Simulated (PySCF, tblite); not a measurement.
# Al₁₇N₁₇H₁₆: electronic excitations

Wanted: electronic excitations for Al₁₇N₁₇H₁₆.

Computed with tblite 0.8.0 and PySCF 2.14.0 and routines of our own; the level stands in each step. Atoms count from 0.

## Step 1: The system as given

50 atoms, charge 0, multiplicity 1; geometry from: force field, distance geometry or constructed start.

## Step 2: Relaxing the molecule with GFN2-xTB

The job: settings as JSON, then the geometry in Å.

```
{"job": {"kind": "relax", "xc": "GFN2-xTB", "basis": "xTB"}, "charge": 0, "multiplicity": 1}
N     -3.900900     2.213200    -0.001600
Al    -5.467800     3.117600    -0.006900
N     -7.018300     2.212700     0.001000
Al    -7.024200     0.419400    -0.006200
N     -5.465600    -0.486200     0.003400
Al    -3.909100     0.414500    -0.002600
N      7.006200    -0.483300    -0.003300
Al     5.450700     0.417700     0.001500
N      3.891200    -0.487100    -0.000400
Al     3.885700    -2.285800     0.001600
N      5.445200    -3.186200    -0.002100
Al     7.003600    -2.287000    -0.000000
N      2.326200     2.215700     0.005000
Al     0.773000     3.114400    -0.002700
N     -0.790300     2.220100     0.000200
Al    -0.790000     0.415600     0.006300
N      0.771200    -0.483100     0.000900
Al     2.328500     0.411600    -0.001000
N     -8.582900    -0.483200     0.002500
Al    -8.579500    -2.284100     0.002700
N     -7.025800    -3.181200     0.001500
Al    -5.465500    -2.283500    -0.000200
N      5.450700     2.219600     0.006600
Al     3.884300     3.110700    -0.001500
Al    -2.346400     3.117600     0.000900
N     -2.353000    -0.485900     0.002500
Al    -2.346200    -2.282700    -0.000700
N     -0.788700    -3.184400     0.001200
Al     0.771400    -2.284600    -0.002000
N      2.330700    -3.184600     0.003400
N     -3.902200    -3.184400    -0.001100
N      8.563100     2.216300     0.000200
Al     7.005100     3.115100    -0.001900
Al     8.567100     0.413700     0.003700
H     -5.463400     4.656800    -0.003300
H     -7.923600     2.737200    -0.002900
H      5.446500    -4.224900    -0.004100
H      8.340700    -3.052500    -0.002600
H      0.771900     4.651100    -0.000100
H     -9.487800     0.038400     0.001200
H     -9.916100    -3.057300     0.003800
H     -7.017600    -4.230600     0.003700
H      3.893400     4.656000    -0.003600
H     -2.344300     4.654500    -0.001800
H     -0.791800    -4.223300     0.002400
H      2.327700    -4.223400    -0.003400
H     -3.903400    -4.224900    -0.000600
H      9.465400     2.737600     0.002300
H      7.007700     4.655400     0.000200
H      9.900600    -0.354300     0.002000
```

On the command line:

```
OMP_NUM_THREADS=8 python large_run.py task.json out
```

One launch serves the whole session: the jobs run in the order shown.

The log of the run:

```text
step      E/eV     max force
  0   -2100.41052    1.154
  1   -2100.53815    0.418
  2   -2100.55865    0.230
  3   -2100.57608    0.153
  4   -2100.58043    0.130
  5   -2100.58524    0.109
  6   -2100.58888    0.149
  7   -2100.59418    0.155
  8   -2100.59786    0.102
  9   -2100.59991    0.070
 10   -2100.60107    0.060
 11   -2100.60229    0.064
 12   -2100.60366    0.086
 13   -2100.60496    0.073
 14   -2100.60611    0.055
 15   -2100.60737    0.060
 16   -2100.60907    0.087
 17   -2100.61130    0.095
 18   -2100.61366    0.097
 19   -2100.61558    0.101
 20   -2100.61696    0.079
 21   -2100.61801    0.079
 22   -2100.61889    0.061
 23   -2100.61962    0.054
 24   -2100.62024    0.056
 25   -2100.62078    0.047
 26   -2100.62121    0.037
 27   -2100.62152    0.027
 28   -2100.62174    0.030
 29   -2100.62195    0.026
 30   -2100.62214    0.029
 31   -2100.62234    0.022
 32   -2100.62252    0.024
 33   -2100.62266    0.017
```

It took 3.1 s on 8 threads of Arm Neoverse V1, shared host; peak memory 0.16 GiB.

The steps of the relaxation:

| step | energy from step 0 (eV) | largest force (eV/Å) |
| --- | --- | --- |
| 0 | 0.0000 | 1.1537 |
| 1 | -0.1276 | 0.4176 |
| 2 | -0.1481 | 0.2294 |
| 3 | -0.1656 | 0.1531 |
| 4 | -0.1699 | 0.1300 |
| 5 | -0.1747 | 0.1089 |
| 6 | -0.1784 | 0.1488 |
| 7 | -0.1837 | 0.1558 |
| 8 | -0.1873 | 0.1022 |
| 9 | -0.1894 | 0.0699 |
| 11 | -0.1918 | 0.0648 |
| 13 | -0.1944 | 0.0730 |
| 15 | -0.1969 | 0.0605 |
| 17 | -0.2008 | 0.0950 |
| 19 | -0.2051 | 0.1009 |
| 21 | -0.2075 | 0.0788 |
| 23 | -0.2091 | 0.0535 |
| 25 | -0.2103 | 0.0475 |
| 27 | -0.2110 | 0.0267 |
| 29 | -0.2114 | 0.0263 |
| 30 | -0.2116 | 0.0293 |
| 31 | -0.2118 | 0.0220 |
| 32 | -0.2120 | 0.0241 |
| 33 | -0.2121 | 0.0172 |

Close pairs (by a distance rule), those that changed most:

| bond | before (Å) | after (Å) | change (Å) |
| --- | --- | --- | --- |
| N20–H41 | 1.049 | 1.017 | -0.032 |
| N6–Al7 | 1.798 | 1.830 | +0.032 |
| N2–H35 | 1.046 | 1.017 | -0.029 |
| N18–H39 | 1.044 | 1.017 | -0.027 |
| N0–Al5 | 1.799 | 1.826 | +0.027 |
| Al7–N22 | 1.802 | 1.828 | +0.026 |
| N30–H46 | 1.041 | 1.016 | -0.025 |
| N31–H47 | 1.042 | 1.018 | -0.024 |

The final coordinates are the input of the step that follows.

## Step 3: Electronic excitations: TDDFT wB97X-D/6-31G*

The job: settings as JSON, then the geometry in Å.

```
{"job": {"kind": "uv", "basis": "6-31G*", "grid": 1, "kgrid": 0, "vcut": 1.5, "nstates": 6, "ntriplets": 2, "tda": false, "delta": [], "pop": true, "xc": "wB97X-D"}, "charge": 0, "multiplicity": 1}
N     -3.966169     2.240282    -0.001329
Al    -5.542071     3.132909    -0.003495
N     -7.094226     2.225996    -0.001900
Al    -7.116503     0.417629    -0.000932
N     -5.539829    -0.483329    -0.000199
Al    -3.959631     0.414228    -0.000460
N      7.120798    -0.498016     0.000145
Al     5.531341     0.408122     0.000932
N      3.950965    -0.489783     0.000802
Al     3.907303    -2.305026    -0.000967
N      5.489080    -3.183904    -0.002262
Al     7.058996    -2.311695    -0.001265
N      2.364057     2.216389     0.002403
Al     0.782549     3.091607     0.001073
N     -0.798576     2.218239     0.000836
Al    -0.797500     0.394617     0.000506
N      0.782960    -0.496785     0.001712
Al     2.363004     0.392830     0.001502
N     -8.668218    -0.511829     0.001236
Al    -8.672680    -2.309239     0.002046
N     -7.101164    -3.180187     0.002435
Al    -5.518943    -2.299493     0.000259
N      5.534840     2.235969     0.002082
Al     3.941404     3.096000    -0.000212
Al    -2.375145     3.101068    -0.000953
N     -2.383540    -0.486136     0.001183
Al    -2.378764    -2.300135     0.000841
N     -0.808507    -3.176805     0.001517
Al     0.767458    -2.311231     0.000961
N      2.341117    -3.184459    -0.001046
N     -3.950310    -3.175739     0.000045
N      8.644526     2.242409     0.001174
Al     7.090544     3.164698     0.001287
Al     8.676314     0.434856     0.001343
H     -5.557151     4.663101    -0.004816
H     -7.986138     2.714366    -0.002831
H      5.460905    -4.200053    -0.002809
H      8.373522    -3.102700    -0.003028
H      0.784865     4.627542    -0.000537
H     -9.532022     0.025145     0.000765
H     -9.990061    -3.080457     0.004194
H     -7.056735    -4.196241     0.002860
H      3.946758     4.634630    -0.004608
H     -2.367567     4.638369    -0.000735
H     -0.814619    -4.192281     0.001042
H      2.345439    -4.200089    -0.000331
H     -3.950166    -4.191298    -0.001039
H      9.527397     2.748933     0.001217
H      7.114143     4.695683     0.000218
H     10.029332    -0.285247     0.003269
```

Method: TDDFT wB97X-D/6-31G*, vertical, gas phase, core orbitals frozen in the response, virtual orbitals cut by energy.

The log of the run:

```text
start: PBE on a coarse grid of 52940 points
cycle   1  E = -5058.4069648823  dE =  4.391e+00  |g| = 2.698e+00  |ddm| = 8.226e+00
cycle   2  E = -5049.9220607471  dE =  8.485e+00  |g| = 5.976e+00  |ddm| = 9.805e+00
cycle   3  E = -5059.9813856530  dE = -1.006e+01  |g| = 5.785e-01  |ddm| = 8.491e+00
cycle   4  E = -5060.0476712342  dE = -6.629e-02  |g| = 4.873e-01  |ddm| = 1.421e+00
cycle   5  E = -5060.1031181075  dE = -5.545e-02  |g| = 1.659e-01  |ddm| = 5.575e-01
cycle   6  E = -5060.1111500844  dE = -8.032e-03  |g| = 4.022e-02  |ddm| = 2.189e-01
cycle   7  E = -5060.1114363199  dE = -2.862e-04  |g| = 2.314e-02  |ddm| = 5.077e-02
cycle   8  E = -5060.1115664625  dE = -1.301e-04  |g| = 5.354e-03  |ddm| = 2.317e-02
final grid: 217432 points
cycle   9  E = -5062.6029865181  dE = -3.970e-02  |g| = 1.293e-01  |ddm| = 6.475e-01
cycle  10  E = -5062.6046195827  dE = -1.633e-03  |g| = 1.113e-01  |ddm| = 1.911e-01
cycle  11  E = -5062.6075722659  dE = -2.953e-03  |g| = 2.399e-02  |ddm| = 1.001e-01
cycle  12  E = -5062.6077305906  dE = -1.583e-04  |g| = 6.979e-03  |ddm| = 3.274e-02
cycle  13  E = -5062.6077382511  dE = -7.661e-06  |g| = 1.050e-03  |ddm| = 6.138e-03
cycle  14  E = -5062.6077400460  dE = -1.795e-06  |g| = 4.345e-04  |ddm| = 2.471e-03
cycle  15  E = -5062.6077420188  dE = -1.973e-06  |g| = 2.190e-04  |ddm| = 7.861e-04
cycle  16  E = -5062.6077384120  dE =  3.607e-06  |g| = 4.422e-05  |ddm| = 3.429e-04
converged SCF energy = -5062.6077384120

Static polarisability (au): isotropic 458.620, principal 269.398 474.691 631.772

Singlet excitations
state   eV       nm        f      main configurations
  1   5.2842    234.6   0.00005   H-1->L 0.23, H->L 0.21, H-2->L 0.09
  2   5.2860    234.6   0.00001   H-1->L 0.25, H-2->L 0.13, H->L 0.10
  3   5.4220    228.7   0.00014   H-4->L 0.19, H->L+1 0.16, H-5->L 0.11
  4   5.4389    228.0   0.00002   H-2->L 0.20, H-1->L+1 0.18
  5   5.5530    223.3   0.00057   H-3->L 0.17, H-4->L 0.16, H-7->L 0.11
  6   5.5890    221.8   0.00359   H-7->L 0.18, H-5->L+1 0.09

Triplet excitations (Tamm-Dancoff, eV): 5.0779 5.0791
```

Run time: 1.9 min. Hardware: 8 threads of Arm Neoverse V1, shared host; peak memory 4.3 GiB.

Frontier orbitals and where they lie:

| orbital | eV | atoms |
| --- | --- | --- |
| HOMO−4 | -8.83 | N8 14 %, N2 12 %, N30 12 % |
| HOMO−3 | -8.79 | N31 19 %, N4 13 %, N14 9 % |
| HOMO−2 | -8.75 | N10 18 %, N16 16 %, N2 9 % |
| HOMO−1 | -8.60 | N29 21 %, N27 16 %, N25 10 % |
| HOMO | -8.52 | N30 21 %, N18 20 %, N20 19 % |
| LUMO | 0.56 | Al15 9 %, Al17 8 %, Al28 7 % |
| LUMO+1 | 1.01 | Al5 8 %, Al7 8 %, Al21 6 % |
| LUMO+2 | 1.58 | Al3 8 %, Al7 6 %, Al33 6 % |
| LUMO+3 | 1.67 | Al32 43 %, Al33 36 %, Al13 6 % |

With each of the 6 states as a Gaussian band of 0.4 eV half-width at 1/e, the curve within the window shown has maxima at 223 nm (ε 180) L/(mol cm). Beyond the last state computed it falls off for lack of states. The curve at chosen wavelengths:

(nm, ε (L/mol/cm)): (211, 96), (213, 117), (215, 136), (217, 153), (220, 170), (222, 175), (224, 174), (226, 169), (228, 159), (230, 145), (233, 122), (235, 105), (237, 89), (239, 73), (241, 60), (243, 47), (246, 33), (248, 25), (250, 19), (252, 14), (254, 10), (256, 8), (259, 5), (261, 3), (263, 2), (265, 2)

Further results of this job:

| property | computed |
| --- | --- |
| dipole moment (D) | 4.91 |
| polarisability (Å³) | 67.96 |
| HOMO–LUMO gap (eV) | 9.07 |
| −ε(HOMO) (eV) | 8.52 |

## Step 4: Outcome

| quantity | value |
| --- | --- |
| lowest singlet (wB97X-D/6-31G*) | 5.28 eV (235 nm), f = 0.000 |
| brightest single state of those computed | state 6, 5.59 eV, f = 0.004 |
| lowest triplet | 5.08 eV |

**Reading.** The first singlet state (HOMO−1→LUMO 0.23, HOMO→LUMO 0.21) lies at 5.28 eV and is dark; of the 6 states computed, the strongest absorption comes from state 6 at 5.59 eV (the last computed, so partners may be missing). The lowest triplet lies 0.21 eV below the lowest singlet (triplets in Tamm-Dancoff, singlets in full TDDFT).
